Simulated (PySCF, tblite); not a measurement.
# C7H17BS: geometry, infrared bands and NMR shifts

Wanted: the infrared bands and NMR shifts of C7H17BS (`CC[C@@H](C)B(C)CSC`), by calculation.

Programs: tblite 0.8.0 and PySCF 2.14.0, with density-fitted response routines of our own. Each step states its level of theory. These are calculated values for one molecule in the gas phase, unless marked as measured. Atoms are numbered from 0 throughout.

**1. The molecule as given**

26 atoms, charge 0, multiplicity 1; geometry from: force field or distance geometry start.

Bonds of the start (Å): C0–C1 1.50, C1–C2 1.52, C2–C3 1.52, C2–B4 1.58, B4–C5 1.60, B4–C6 1.59, C6–S7 1.81, S7–C8 1.80, C0–H9 1.10, C0–H10 1.11, C0–H11 1.13, C1–H12 1.12, C1–H13 1.10, C2–H14 1.12, C3–H15 1.08, C3–H16 1.12, C3–H17 1.13, C5–H18 1.12, C5–H19 1.10, C5–H20 1.12, C6–H21 1.12, C6–H22 1.12, C8–H23 1.11, C8–H24 1.11, C8–H25 1.11.

**2. Relaxing the molecule with GFN2-xTB**

What the job is given:

```
{"job": {"kind": "relax", "xc": "GFN2-xTB", "basis": "xTB"}, "charge": 0, "multiplicity": 1}
C     -2.935800     1.418200    -0.474200
C     -1.454900     1.192700    -0.429100
C     -1.075400    -0.138800     0.193200
C     -1.835400    -1.292100    -0.433000
B      0.467200    -0.469700     0.053100
C      0.904700    -1.573400    -1.013400
C      1.310700    -0.402400     1.395200
S      3.052500    -0.551800     0.942200
C      3.802700     1.064500     0.663600
H     -3.319300     1.215500    -1.483300
H     -3.127400     2.475700    -0.179500
H     -3.428500     0.729100     0.268600
H     -1.032700     1.976500     0.254900
H     -0.978300     1.306500    -1.412400
H     -1.384100    -0.112300     1.268600
H     -2.128800    -1.123800    -1.457200
H     -2.719800    -1.564800     0.196800
H     -1.138500    -2.175800    -0.368300
H      0.875900    -2.587700    -0.545400
H      0.203600    -1.495500    -1.860200
H      1.962700    -1.397800    -1.331400
H      0.964900    -1.259000     2.031900
H      1.080700     0.555000     1.938000
H      3.039200     1.851500     0.470500
H      4.510800     1.013400    -0.183200
H      4.362400     1.369100     1.566900
```

Started as:

```console
> OMP_NUM_THREADS=1 python probes_run.py task.json out
```

This one command runs all jobs of the session in turn.

**Question.** This job is followed by: GFN2-xTB harmonic vibrations, gas phase; GIAO PBE0/pcSseg-1 NMR shielding, non-relativistic, gas phase. Predict these results of the whole session: strongest single infrared mode (GFN2-xTB); zero-point energy (GFN2-xTB); ¹³C shifts against TMS (PBE0/pcSseg-1); ¹H shifts against TMS (PBE0/pcSseg-1, means over atoms taken as alike); ¹¹B shifts against BF3·OEt2 (PBE0/pcSseg-1); ³³S shifts against CS2 (PBE0/pcSseg-1).

**Answer**, as computed:

| quantity | value |
| --- | --- |
| strongest single infrared mode (GFN2-xTB) | 1163 cm⁻¹, 85 km/mol |
| zero-point energy (GFN2-xTB) | 141.9 kcal/mol |
| ¹³C shifts against TMS (PBE0/pcSseg-1) | 38.8, 37.6, 24.5, 23.3, 15.7, 15.5, 6.7 ppm |
| ¹H shifts against TMS (PBE0/pcSseg-1, means over atoms taken as alike) | 2.68, 1.91, 1.75, 1.20, 1.14, 1.12, 1.07, 1.02, 0.50 ppm |
| ¹¹B shifts against BF3·OEt2 (PBE0/pcSseg-1) | 91.3 ppm |
| ³³S shifts against CS2 (PBE0/pcSseg-1) | -40 ppm |

In words: The optimisation took 232 steps and gained 1.336 eV; among the close pairs (by a distance rule), C3–H17 changed most, from 1.127 to 1.088 Å. No mode is imaginary among the 72: a minimum at this level. The strongest single mode, at 1163 cm⁻¹, has its largest shares on B4, C6 and C2 (the list is cut at 3 atoms). Unscaled tight-binding wavenumbers are off by several per cent, some by more. Its intensities can rank the bands wrongly. At PBE0/pcSseg-1: Shielding is most anisotropic at S7 (span 313 ppm, paramagnetic term -511 ppm).
